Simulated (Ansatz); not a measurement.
The system is Ta3N.

```
Ta N
1.0
     3.03222    0.00000    0.00000
    -1.51611    2.62598    0.00000
     0.00000    0.00000    7.52414
Ta N
3 1
Direct
  0.66667 0.33333 0.82607
  0.33333 0.66667 0.17393
  0.00000 0.00000 0.50000
  0.00000 0.00000 0.00000
```

The cell comes from a database or a generator and needn't be the stable form of this composition.

Base run:

| Quantity | Value |
| --- | --- |
| Program | Ansatz 0.2.0 |
| Functional | PBE |
| Potentials or basis | Ansatz PAW |
| Cutoff | 420 eV (not typed: the program's choice for these potentials) |
| k mesh | 10 × 10 × 4 |
| Occupations | fermi-dirac, width 0.05 eV |
| Spin | no spin polarisation |
| Hubbard terms | Ta d U = 3 eV |

Its results: band gap on the k mesh none (metal or under the smearing width); pressure 1.8 GPa; largest force 0.034 eV/Å.

Problem. After a change of settings the same cell gave: band gap on the k mesh none (metal or under the smearing width); pressure 15.7 GPa; largest force 0.569 eV/Å. Which change was it?
A. hubbard terms from Ta d U = 3 eV to Ta d U = 6 eV
B. hubbard terms from Ta d U = 3 eV to none; hubbard projectors from ortho-atomic (the default) to none
C. hubbard terms from Ta d U = 3 eV to Ta d U = 8 eV

Solution. C.

Caveats: U without spin polarisation on a metal has little footing; the density of states is complete only up to the lowest level of the last band computed.
